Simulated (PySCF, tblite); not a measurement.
# C6H11FS2Si: geometry, infrared bands and NMR shifts

Wanted: the infrared bands and NMR shifts of C6H11FS2Si (`F[C@@H]1SCS[SiH2][C@@H]1C1CC1`), by calculation.

Programs: tblite 0.8.0 and PySCF 2.14.0, with density-fitted response routines of our own. Each step states its level of theory. These are calculated values for one molecule in the gas phase, unless marked as measured. Atoms count from 0, in the outputs and in this text.

## (1) The starting structure

21 atoms, charge 0, multiplicity 1; geometry from: force field or distance geometry start.

Bonds of the start (Å): F0–C1 1.37, C1–S2 1.82, S2–C3 1.81, C3–S4 1.80, S4–Si5 2.14, Si5–C6 1.89, C6–C7 1.52, C7–C8 1.52, C8–C9 1.51, C6–C1 1.54, C9–C7 1.52, C1–H10 1.10, C3–H11 1.09, C3–H12 1.11, Si5–H13 1.49, Si5–H14 1.49, C6–H15 1.08, C7–H16 1.09, C8–H17 1.09, C8–H18 1.08, C9–H19 1.08, C9–H20 1.09.

## (2) Relaxing the molecule with GFN2-xTB

The job: settings as JSON, then the geometry in Å.

```
{"job": {"kind": "relax", "xc": "GFN2-xTB", "basis": "xTB"}, "charge": 0, "multiplicity": 1}
F      1.329700    -1.249500     1.304300
C      0.932200    -1.078200    -0.000700
S      2.425500    -0.890500    -1.031100
C      3.254600     0.423700    -0.109800
S      2.466300     2.023800    -0.313500
Si     0.560600     1.691500     0.600900
C     -0.095100     0.060000    -0.095500
C     -1.391500    -0.369100     0.579800
C     -2.372200    -1.244100    -0.177400
C     -2.727000     0.188800     0.125900
H      0.468100    -2.026600    -0.300100
H      4.271000     0.491000    -0.489100
H      3.334800     0.152900     0.967700
H      0.765500     1.609200     2.069700
H     -0.347700     2.827300     0.276900
H     -0.310200     0.234300    -1.143200
H     -1.275300    -0.583600     1.638700
H     -2.902900    -2.019800     0.372800
H     -2.169900    -1.499300    -1.204300
H     -3.474600     0.382100     0.881300
H     -2.750700     0.892900    -0.705200
```

Launch:

```bash
$ OMP_NUM_THREADS=1 python probes_run.py task.json out
```

One launch serves the whole session: the jobs run in the order shown.

**Question.** This job is followed by: GFN2-xTB harmonic vibrations, gas phase; GIAO PBE0/pcSseg-1 NMR shielding, non-relativistic, gas phase. What will the session give for the following? strongest single infrared mode (GFN2-xTB); zero-point energy (GFN2-xTB); 13C shifts against TMS (PBE0/pcSseg-1); 1H shifts against TMS (PBE0/pcSseg-1); 19F shifts against CFCl3 (PBE0/pcSseg-1); 33S shifts against CS2 (PBE0/pcSseg-1); 29Si shifts against TMS (PBE0/pcSseg-1); surface potential, 1st and 99th percentile.

As calculated:

```
                                 quantity                                                                 value
strongest single infrared mode (GFN2-xTB)                                                 2374 cm⁻¹, 218 km/mol
             zero-point energy (GFN2-xTB)                                                         97.3 kcal/mol
   13C shifts against TMS (PBE0/pcSseg-1)                                 104.4, 40.8, 34.4, 14.4, 7.5, 6.6 ppm
    1H shifts against TMS (PBE0/pcSseg-1)  6.09, 5.31, 4.73, 4.58, 3.45, 0.78, 0.60, 0.58, 0.41, 0.11, 0.04 ppm
 19F shifts against CFCl3 (PBE0/pcSseg-1)                                                            -195.8 ppm
   33S shifts against CS2 (PBE0/pcSseg-1)                                                          113, -99 ppm
  29Si shifts against TMS (PBE0/pcSseg-1)                                                             -35.8 ppm
    surface potential, 1st and 99th percentile                                                    -0.96 V and 1.08 V
```

Over 48 steps the energy fell by 0.129 eV; of the close pairs, Si5–H14 changed most, 1.490 to 1.452 Å. No mode is imaginary among the 57: a minimum at this level. The strongest single mode, at 2374 cm⁻¹, moves mainly H14. GFN2-xTB is a fitted tight-binding method: band positions and strengths are rough. Its intensities can rank the bands wrongly. H10 (hydrogen on an sp3 CH bonded to F and S) lies farthest downfield among hydrogen, at 6.09 ppm; its carbon carries F, an electronegative neighbour. At PBE0/pcSseg-1: The largest span, 459 ppm, is at S4, where the paramagnetic term is -454 ppm.
